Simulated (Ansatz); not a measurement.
# Si2Ni: a run for elastic constants

The task is a run for elastic constants on Si2Ni. The structure is shown as the input types it.

Method: DFT, PBEsol, PAW with Ansatz's default frozen-core files, scalar-relativistic; elastic constants from stresses of strained cells, in Ansatz 0.2.0.

1 further run of the same task is left out (it didn't finish).

### Step 1. Starting point

The structure is cubic, space group Fm-3m (No. 225). The conventional cell has a = 5.389 Å, b = 5.389 Å, c = 5.389 Å, α = 90.00°, β = 90.00°, γ = 90.00°. Si (site symmetry -43m) has 4 Ni at 2.33 Å as nearest neighbours. Ni (site symmetry m-3m) is surrounded by 8 Si at 2.33 Å.

As a file:

```
CELL_PARAMETERS angstrom
0.00000 2.69450 2.69450
2.69450 0.00000 2.69450
2.69450 2.69450 0.00000
ATOMIC_POSITIONS crystal
Si 0.25000 0.25000 0.25000
Si 0.75000 0.75000 0.75000
Ni 0.00000 0.00000 0.00000
```

### Step 2. Input and run

Input file input.yaml:

```yaml
crystal:
  lattice:
    - [0.0, 2.69449975864, 2.69449975864]
    - [2.69449975864, 0.0, 2.69449975864]
    - [2.69449975864, 2.69449975864, 0.0]
  atoms:
    - { symbol: Si, position: [0.25, 0.25, 0.25] }
    - { symbol: Si, position: [0.75, 0.75, 0.75] }
    - { symbol: Ni, position: [0.0, 0.0, 0.0] }
kpoints:
  mp_grid: { grid: [1, 1, 1] }
scf:
  occupations: { method: fermi_dirac, width: 0.08 }
  max_iter: 60
hamiltonian:
  xc: pbesol
  pseudopotentials: { kind: paw }
elastic:
  mode: relaxed_ion
  stencil: two_point
  amplitude: 0.008
```

Run with:

```sh
$ ansatz run input.yaml --threads 2 --pin off --max-ram 5120MiB --backend cpu --events-out ev --progress --plain --runs-dir out
```

**Question.** How will this run end, and is anything wrong with its input?

This run ends as converged, with warnings (elastic relaxation far from harmonic). It gives a pressure of 129 GPa, which is large; a structure far from rest gives such values too, whatever the setting.

Look at the input: kpoints.mp_grid.grid is [1, 1, 1]. One k-point can't sample the Brillouin zone of so small a cell.

Run again and compare: set kpoints.mp_grid.grid to [12, 12, 12].
